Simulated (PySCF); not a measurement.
# C3H11AlO (SMILES C[Al-](C)(C)[OH2+]) at 5 levels

Aim: a comparison of 5 runs (HF/def2-SVP, B3LYP/6-31G*, PBE0/6-31G**, PBE0/cc-pVDZ, TPSSh/cc-pVDZ) of C3H11AlO. 

Program for the calculation: PySCF 2.14.0.

### Step 1. The structure to begin with

C3H11AlO: 16 atoms, total charge 0, spin state singlet. SMILES: `C[Al-](C)(C)[OH2+]`. The coordinates come from a PBE0-D4/def2-TZVP relaxation. This is one conformer, not always the lowest.

Bond lengths: C1–Al2 1.979 Å, Al2–C3 1.979 Å, Al2–C4 1.966 Å, Al2–O5 2.056 Å, C1–H6 1.097 Å, C1–H7 1.096 Å, C1–H8 1.097 Å, C3–H9 1.097 Å, C3–H10 1.097 Å, C3–H11 1.096 Å, C4–H12 1.095 Å, C4–H13 1.096 Å, C4–H14 1.095 Å, O5–H15 0.964 Å, O5–H16 0.964 Å. Some angles: C1–Al2–C3 117.8°, C1–Al2–C4 117.9°, C1–Al2–O5 96.3°, C3–Al2–C4 118.0°, C3–Al2–O5 96.3°, C4–Al2–O5 102.6°, Al2–C1–H6 113.5°, Al2–C1–H7 110.5°, Al2–C1–H8 113.0°, Al2–C3–H9 113.0°.

### Step 2. Energy and gradient at HF/def2-SVP (run 1)

Input file job.py:

```python
# C[Al-](C)(C)[OH2+]
from pyscf import gto, scf

molecule = gto.Mole()
molecule.atom = '''
C   -0.637980   0.723110  -1.712710
Al   0.085580  -0.140530  -0.085580
C    1.698930   0.654370   0.740480
C   -0.210750  -2.071140   0.142530
O   -1.268240   0.678630   1.227590
H   -0.585750   1.818080  -1.686750
H   -0.069050   0.414640  -2.597260
H   -1.679210   0.445600  -1.917720
H    1.843550   0.343900   1.782560
H    1.707300   1.750610   0.717030
H    2.601530   0.334090   0.207600
H   -0.016600  -2.405220   1.167190
H    0.454110  -2.651670  -0.507280
H   -1.233710  -2.369370  -0.110180
H   -0.808840   1.221910   1.877580
H   -1.880870   1.252980   0.754900
'''
molecule.spin = 0
molecule.verbose = 4
molecule.basis = 'def2-svp'
molecule.max_memory = 1860
molecule.build()

myscf = scf.RHF(molecule)
myscf.conv_tol = 1e-10
myscf.kernel()
if not myscf.converged:
    myscf = myscf.newton().run(myscf.mo_coeff, myscf.mo_occ)

e_tot = myscf.e_tot
print('E = %.10f Eh' % e_tot)
grad = myscf.nuc_grad_method().kernel()
dip = myscf.dip_moment()
pop, q = myscf.mulliken_pop()
```

Command:

```bash
$ OMP_NUM_THREADS=1 python job.py
```

Output:

```text
PySCF version 2.14.0

[... 70 lines left out ...]
converged SCF energy = -436.603190130993
[... 12 lines left out ...]
Dipole moment(X, Y, Z, Debye): -2.19618,  2.96854,  2.17552
[... 146 lines left out ...]
charge of   15H =      0.23929
```

It took 32 s on 1 thread of Intel Xeon at 2.70GHz, shared host; peak memory 0.38 GiB.

### Step 3. Energy and gradient at B3LYP/6-31G(d) (spherical functions) (run 2)

Input file input.py:

```python
# C[Al-](C)(C)[OH2+]
import pyscf.grad
from pyscf import gto, dft

mol = gto.M(
    atom='''
C       -0.637980       0.723110      -1.712710
Al       0.085580      -0.140530      -0.085580
C        1.698930       0.654370       0.740480
C       -0.210750      -2.071140       0.142530
O       -1.268240       0.678630       1.227590
H       -0.585750       1.818080      -1.686750
H       -0.069050       0.414640      -2.597260
H       -1.679210       0.445600      -1.917720
H        1.843550       0.343900       1.782560
H        1.707300       1.750610       0.717030
H        2.601530       0.334090       0.207600
H       -0.016600      -2.405220       1.167190
H        0.454110      -2.651670      -0.507280
H       -1.233710      -2.369370      -0.110180
H       -0.808840       1.221910       1.877580
H       -1.880870       1.252980       0.754900
''',
    spin=0,
    max_memory=1860,
    verbose=4,
    basis='6-31g*',
)

ks = dft.RKS(mol)
ks.xc = 'b3lyp'
ks.conv_tol = 1e-10
ks.grids.level = 5
ks.kernel()
if not ks.converged:
    ks = ks.newton().run(ks.mo_coeff, ks.mo_occ)

etot = ks.e_tot
print('E(%s) = %.9f' % ('B3LYP', etot))
grad = ks.Gradients().kernel()
dip = ks.dip_moment()
pop, q = ks.mulliken_pop()
```

Command:

```bash
$ OMP_NUM_THREADS=1 python input.py
```

Output:

```text
PySCF version 2.14.0

[... 84 lines left out ...]
converged SCF energy = -438.622463812471
[... 13 lines left out ...]
Dipole moment(X, Y, Z, Debye): -2.10667,  2.86363,  2.08731
[... 113 lines left out ...]
charge of   15H =      0.46465
```

Run time: 65 s. Hardware: 1 thread of Intel Xeon at 2.70GHz, shared host; peak memory 1 GiB.

Run 3 isn't shown in full; the table further down has it.

### Step 4. Energy and forces at PBE0/cc-pVDZ (run 4)

Input file run.py:

```python
from pyscf import gto, dft

mol = gto.M(
    atom='''
C   -0.637980   0.723110  -1.712710
Al   0.085580  -0.140530  -0.085580
C    1.698930   0.654370   0.740480
C   -0.210750  -2.071140   0.142530
O   -1.268240   0.678630   1.227590
H   -0.585750   1.818080  -1.686750
H   -0.069050   0.414640  -2.597260
H   -1.679210   0.445600  -1.917720
H    1.843550   0.343900   1.782560
H    1.707300   1.750610   0.717030
H    2.601530   0.334090   0.207600
H   -0.016600  -2.405220   1.167190
H    0.454110  -2.651670  -0.507280
H   -1.233710  -2.369370  -0.110180
H   -0.808840   1.221910   1.877580
H   -1.880870   1.252980   0.754900
''',
    basis='cc-pvdz',
    verbose=4,
    spin=0,
    charge=0,
    max_memory=1860,
)

ks = dft.RKS(mol, xc='pbe0')
ks.grids.level = 5
ks.conv_tol = 1e-10
ks.kernel()
if not ks.converged:
    ks = ks.newton().run(ks.mo_coeff, ks.mo_occ)

e_tot = ks.e_tot
print('Final energy', e_tot)
grad = ks.nuc_grad_method().kernel()
dip = ks.dip_moment()
pop, q = ks.mulliken_pop()
```

Command:

```bash
$ OMP_NUM_THREADS=1 python run.py
```

Output:

```text
PySCF version 2.14.0

[... 83 lines left out ...]
converged SCF energy = -438.281398041533
Final energy -438.2813980415333
[... 12 lines left out ...]
Dipole moment(X, Y, Z, Debye): -2.08682,  2.73893,  2.06496
[... 146 lines left out ...]
charge of   15H =      0.19001
```

It took 96 s on 1 thread of Intel Xeon at 2.70GHz, shared host; peak memory 1.4 GiB.

### Step 5. Energy and forces at TPSSh/cc-pVDZ (run 5)

Input file calc.py:

```python
import pyscf.grad
from pyscf import gto, dft

system = gto.M(
    atom='''
C     -1.205607     1.366480    -3.236553
Al     0.161723    -0.265563    -0.161723
C      3.210512     1.236580     1.399304
C     -0.398260    -3.913887     0.269343
O     -2.396626     1.282425     2.319809
H     -1.106907     3.435673    -3.187496
H     -0.130486     0.783556    -4.908110
H     -3.173247     0.842062    -3.623966
H      3.483805     0.649877     3.368550
H      3.226329     3.308173     1.354990
H      4.916179     0.631339     0.392307
H     -0.031369    -4.545207     2.205669
H      0.858144    -5.010930    -0.958620
H     -2.331374    -4.477460    -0.208210
H     -1.528486     2.309075     3.548112
H     -3.554329     2.367789     1.426554
''',
    verbose=4,
    basis='cc-pvdz',
    max_memory=1860,
    unit='bohr',
)

mf = dft.RKS(system, xc='tpssh')
mf.conv_tol = 1e-10
mf.grids.level = 5
mf.kernel()
if not mf.converged:
    mf = mf.newton().run(mf.mo_coeff, mf.mo_occ)

energy = mf.e_tot
print('Final energy', energy)
grad = mf.Gradients().kernel()
mf.analyze()
```

Command:

```bash
$ OMP_NUM_THREADS=1 python calc.py
```

Output:

```text
PySCF version 2.14.0

[... 114 lines left out ...]
MO #9   energy= -2.56342078661158  occ= 2
[... 23 lines left out ...]
MO #33  energy= 0.13356804581469   occ= 0
[... 23 lines left out ...]
MO #57  energy= 0.647765033390285  occ= 0
[... 23 lines left out ...]
MO #81  energy= 1.26235016942659   occ= 0
[... 23 lines left out ...]
MO #105 energy= 2.01530772106558   occ= 0
[... 23 lines left out ...]
MO #129 energy= 3.70188445695086   occ= 0
[... 148 lines left out ...]
Dipole moment(X, Y, Z, Debye): -2.12251,  2.73106,  2.09875
```

Wall time 2.4 min (1 thread of Intel Xeon at 2.70GHz, shared host); peak memory 1.4 GiB.

### Step 6. Overview of the runs

```
run                               level  integration grid  energy (Eh)  dipole moment (D)  HOMO energy (eV)  LUMO energy (eV)  wall time
  1                         HF/def2-SVP                 –  -436.603190               4.29             -9.98              3.26       32 s
  2  B3LYP/6-31G* (spherical functions)                 5  -438.622464               4.12             -6.33              0.05       65 s
  3  PBE0/6-31G** (spherical functions)                 5  -438.272163               4.09             -6.61              0.47       91 s
  4                        PBE0/cc-pVDZ                 5  -438.281398               4.02             -6.75              0.26       96 s
  5                       TPSSh/cc-pVDZ                 5  -438.657881               4.05             -6.08             -0.12    2.4 min
```

### Step 7. Results

| quantity | value |
| --- | --- |
| run 5: total energy | -438.65788 Eh |
| run 5: dipole moment | 4.05 D |
| run 5: HOMO energy | -6.08 eV |
| run 5: LUMO energy | -0.12 eV |
| run 5: HOMO–LUMO gap | 5.97 eV |
| run 5: largest force on an atom | 0.660 eV/Å |

What this shows: The dipole moment (its size) runs from 4.02 D (PBE0/cc-pVDZ) to 4.29 D (HF/def2-SVP). The two ends differ in method and basis. The HOMO–LUMO gap runs from 5.97 eV (TPSSh/cc-pVDZ) to 13.24 eV (HF/def2-SVP). Totals of different functionals can't be ranked against each other. All runs together took 7.2 min, the longest 2.4 min.
